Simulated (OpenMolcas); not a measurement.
# Au⁶⁺ among point charges: CASSCF and CASPT2 levels and susceptibility

How does a field of 5 point charges split the states of Au⁶⁺, and what χT follows?

The numbers are computed with OpenMolcas 26.06 (state-averaged CASSCF and CASPT2, spin-orbit coupling by RASSI with atomic mean-field integrals), except any that are marked as measured or tabulated.

### Step 1. What is computed

| Item | Value |
| --- | --- |
| Species | Au⁶⁺ (gold, Z = 79, 73 electrons) |
| Basis | ANO-RCC-VDZP [7s6p4d2f], 59 functions |
| Scalar Hamiltonian | DKH2, point nucleus |
| Inactive shells | 1s 2s 2p 3s 3p 3d 4s 4p 4d 4f 5s 5p |
| Active space | 5 electrons in 5 orbitals (5d) |
| Some configurations of this space | 5d⁵ |
| Orbitals | optimised for each spin and parity, averaged over all roots |

Outer shells as boxes (Hund's rule):

5d5
```
5d [↑ ][↑ ][↑ ][↑ ][↑ ]
```

The ion sits among 5 point charges of -2 e arranged as a square pyramid (C4v), 2.07 Å from the ion, with the axial distance 2.236 Å.

The work runs as a chain of OpenMolcas steps in one folder; each step below is one input file. Labels, J, g values, rates, χT and fits are worked out afterwards by a script from the matrices that RASSI stores.

### Step 2. One- and two-electron integrals

The input, a.inp:

```
&GATEWAY
Coord
1

Au 0.0 0.0 0.0
Basis=ANO-RCC-VDZP
Group=NoSym
NoMove
AngMom=0.0 0.0 0.0
AMFI
XField
5 Angstrom 0
2.070000 0.000000 0.000000 -2.000000
0.000000 2.070000 0.000000 -2.000000
-2.070000 0.000000 0.000000 -2.000000
0.000000 -2.070000 0.000000 -2.000000
0.000000 0.000000 2.235600 -2.000000
&SEWARD
```

### Step 3. CASSCF: sextets, 1 root

The input, a.inp:

```
&RASSCF
FileOrb=start.orb
Symmetry=1
Spin=6
nActEl=5 0 0
Inactive=34
Ras2=5
CIRoot=1 1 1
SDav=1
CIMx=300
Iter=120 100
PrWF=0.3
OrbListing=Nothing
MaxOrb=0
>>> COPY $Project.JobIph JOB001
```

start.orb holds the contracted functions of the basis, ordered by shell, or the orbitals of the step before.

### Step 4. CASSCF: quartets, 24 roots

The input, a.inp:

```
&RASSCF
FileOrb=start.orb
Symmetry=1
Spin=4
nActEl=5 0 0
Inactive=34
Ras2=5
CIRoot=24 24 1
SDav=24
CIMx=300
Iter=120 100
PrWF=0.3
OrbListing=Nothing
MaxOrb=0
>>> COPY $Project.JobIph JOB002
```

### Step 5. CASSCF: doublets, 75 roots

The input, a.inp:

```
&RASSCF
FileOrb=start.orb
Symmetry=1
Spin=2
nActEl=5 0 0
Inactive=34
Ras2=5
CIRoot=75 75 1
SDav=75
CIMx=300
Iter=120 100
PrWF=0.3
OrbListing=Nothing
MaxOrb=0
>>> COPY $Project.JobIph JOB003
```

### Step 6. RASSI: spin-orbit coupling between the states

The input, a.inp:

```
&RASSI
NrOfJobIphs=3 1 24 75
1
1 2 3 4 5 6 7 8 9 10 11 12 13 14 15 16 17 18 19 20 21 22 23 24
1 2 3 4 5 6 7 8 9 10 11 12 13 14 15 16 17 18 19 20 21 22 23 24 25 26 27
28 29 30 31 32 33 34 35 36 37 38 39 40 41 42 43 44 45 46 47 48 49 50 51
52 53 54 55 56 57 58 59 60 61 62 63 64 65 66 67 68 69 70 71 72 73 74 75
IphNames
JOB001
JOB002
JOB003
EJob
SpinOrbit
DIPRint=1.0
SOCoupling=1000.0
Subsets=2
Property=9
'ANGMOM' 1 'ANGMOM' 2 'ANGMOM' 3 'MLTPL  1' 1 'MLTPL  1' 2 'MLTPL  1' 3
'AMFI' 1 'AMFI' 2 'AMFI' 3
SOProperty=3
'ANGMOM' 1 'ANGMOM' 2 'ANGMOM' 3
```

### Step 7. CASPT2: IPEA 0.25, imaginary shift 0.1 (closed shells correlated: 4f 5s 5p)

The input, a.inp:

```
>>> COPY JOB001 $Project.JobIph
&CASPT2
Multistate=1 1
Frozen=23
IPEA=0.25
Imaginary=0.1
MaxIter=60
WThr=0.0 0.3 0.05
PrWF=0.5
NoMix
>>> COPY JOB002 $Project.JobIph
&CASPT2
Multistate=24 1 2 3 4 5 6 7 8 9 10 11 12 13 14 15 16 17 18 19 20 21 22
23 24
NoMult
Frozen=23
IPEA=0.25
Imaginary=0.1
MaxIter=60
WThr=0.0 0.3 0.05
PrWF=0.5
NoMix
>>> COPY JOB003 $Project.JobIph
&CASPT2
Multistate=75 1 2 3 4 5 6 7 8 9 10 11 12 13 14 15 16 17 18 19 20 21 22
23 24 25 26 27 28 29 30 31 32 33 34 35 36 37 38 39 40 41 42 43 44 45 46
47 48 49 50 51 52 53 54 55 56 57 58 59 60 61 62 63 64 65 66 67 68 69 70
71 72 73 74 75
NoMult
Frozen=23
IPEA=0.25
Imaginary=0.1
MaxIter=60
WThr=0.0 0.3 0.05
PrWF=0.5
NoMix
```

(Steps that only read results are left out.)

What does the calculation give? Wanted: spin-free ground state; lowest level; next level.

**Answer**, as computed:

```
                 quantity                                                                           value
                   method  SS-CASPT2, IPEA 0.25, imaginary shift 0.1 (closed shells correlated: 4f 5s 5p)
   spin-free ground state                                              sextet, 1-fold in its orbital part
             lowest level                                                    2-fold, g = 1.87, 5.58, 5.58
               next level                                                                      267.8 cm⁻¹
              χT at 300 K                                                                  3.47 cm³ K/mol
effective moment at 300 K                                                                         5.27 μB
```

Cost by method:

```
                                                 method  time of its own steps  time with the reference
                                              A. CASSCF                   28 s                     28 s
B. SS-CASPT2, IPEA 0.25, imaginary shift 0.1, +4f 5s 5p                   24 s                     51 s
```

Times are of one thread on a shared host.

The spin-free ground state (sextet) comes to 100 % from free-ion S terms and keeps the highest spin of the shell. χT at 300 K is 3.47, against 4.39 cm³ K/mol for the spin alone, so spin-orbit coupling lowers it. An active space of the d shell alone favours high spin; real ions in strong fields can be low spin. The field of point charges can differ much from that of real complexes. With metal d orbitals alone active, the gaps between spin states are rough; where two lie within a few thousand cm-1, their order is open. Point charges carry no covalency, so the field is a model and not that of real ligands.
